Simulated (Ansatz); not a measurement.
# GeH2 on WC(001): molecular dynamics

Purpose: to shoot the molecule at the surface and see whether it bounces, sticks or breaks. Runs: 250 steps of 0.5 fs at constant energy. The slab cell is 2×2, and the molecule starts well above it. It comes in with 20 eV at 20° from the normal, on a surface at rest.

Program: Ansatz 0.2.0. Level of theory: DFT PBE+D3(BJ), plane waves, PAW, scalar-relativistic, no spin polarisation. These are calculated values, not measurements.

**1. The system as given**

The cell holds 19 atoms (C8H2GeW8): a = 5.796 Å, b = 5.796 Å, c = 18.243 Å, α = 90.00°, β = 90.00°, γ = 120.00°.

Its coordinates follow in the input file.

**2. The run**

250 steps of 0.5 fs at constant energy.

Contents of input.yaml:

```yaml
accuracy: low
crystal:
  lattice:
    - [5.7958, 0.0, 0.0]
    - [-2.8979, 5.01931, 0.0]
    - [0.0, 0.0, 18.24335]
  atoms:
    - { symbol: W, position: [0.0, 0.0, 0.0548145] }
    - { symbol: C, position: [0.3333333, 0.1666667, 0.1323469] }
    - { symbol: W, position: [0.0, 0.0, 0.2098792] }
    - { symbol: C, position: [0.3333333, 0.1666667, 0.2874116] }
    - { symbol: W, position: [0.0, 0.5, 0.0548145] }
    - { symbol: C, position: [0.3333333, 0.6666667, 0.1323469] }
    - { symbol: W, position: [0.0, 0.5, 0.2098792] }
    - { symbol: C, position: [0.3333333, 0.6666667, 0.2874116] }
    - { symbol: W, position: [0.5, 0.0, 0.0548145] }
    - { symbol: C, position: [0.8333333, 0.1666667, 0.1323469] }
    - { symbol: W, position: [0.5, 0.0, 0.2098792] }
    - { symbol: C, position: [0.8333333, 0.1666667, 0.2874116] }
    - { symbol: W, position: [0.5, 0.5, 0.0548145] }
    - { symbol: C, position: [0.8333333, 0.6666667, 0.1323469] }
    - { symbol: W, position: [0.5, 0.5, 0.2098792] }
    - { symbol: C, position: [0.8333333, 0.6666667, 0.2874116] }
    - { symbol: Ge, position: [0.8779208, 0.1817785, 0.5083136] }
    - { symbol: H, position: [0.631907, 0.1114469, 0.5606066] }
    - { symbol: H, position: [1.1239345, 0.2521102, 0.5606066] }
basis:
  ecutwfc: 420.0
kpoints:
  mp_grid: { grid: [3, 3, 1] }
hamiltonian:
  xc: pbe
  dispersion: d3bj
  pseudopotentials: { kind: paw, azcp: { folder: soft_1 } }
scf:
  occupations: { method: fermi_dirac, width: 0.1 }
  lower_state_search: "off"
md:
  timestep: 0.5
  n_steps: 250
  ensemble: nve
  initial_velocities: zero
  seed: 336012
  initial_site_velocities:
    - { site: 16, velocity: [0.024593, 0.0, -0.067568] }
    - { site: 17, velocity: [0.024593, 0.0, -0.067568] }
    - { site: 18, velocity: [0.024593, 0.0, -0.067568] }
  constraints: [{ sites: [0, 4, 8, 12] }]
```

Started as:

```console
> ansatz run input.yaml --threads 2 --pin off --max-ram 5120MiB --backend cpu --events-out ev --progress --plain --runs-dir out
```

What does the calculation give? Wanted: lowest height of the centre of mass; shortest distance to a slab atom; temperature, first and last step; temperature, second half; potential energy, second half; largest change of the total energy; mean square displacement, second half.

The runs gave:

```
                             quantity                                                 value
  lowest height of the centre of mass  -0.08 Å over the top layer's first level, at 73.0 fs
     shortest distance to a slab atom                                                0.99 Å
                               length                                   250 steps of 0.5 fs
     temperature, first and last step                                      10315 and 6419 K
             temperature, second half                      mean 7335 K, from 5214 to 9503 K
        potential energy, second half                          +304 meV/atom from the start
   largest change of the total energy                                         1.71 meV/atom
mean square displacement, second half                  H 71.5, Ge 18.4, C 0.894, W 0.128 Å²
```

What this shows: The molecule's centre of mass comes down from 4.06 Å to -0.08 Å and is back at 1.17 Å, still moving away, when the run ends: it was reflected. Its shortest distance to a slab atom is 0.99 Å. The total energy strays from its start by at most 1.71 meV/atom, 0.2 % of the mean kinetic energy, which is good for a step of 0.5 fs. The bonding pattern changes, first at 35.0 fs: C12–Ge17 forms. The printed temperature only measures the kinetic energy here. Averages from a run of 125 fs with 19 atoms are rough. The nuclei move classically, without zero-point motion, which matters most for hydrogen. The settings are cheap ones for dynamics (low accuracy level or one k-point).
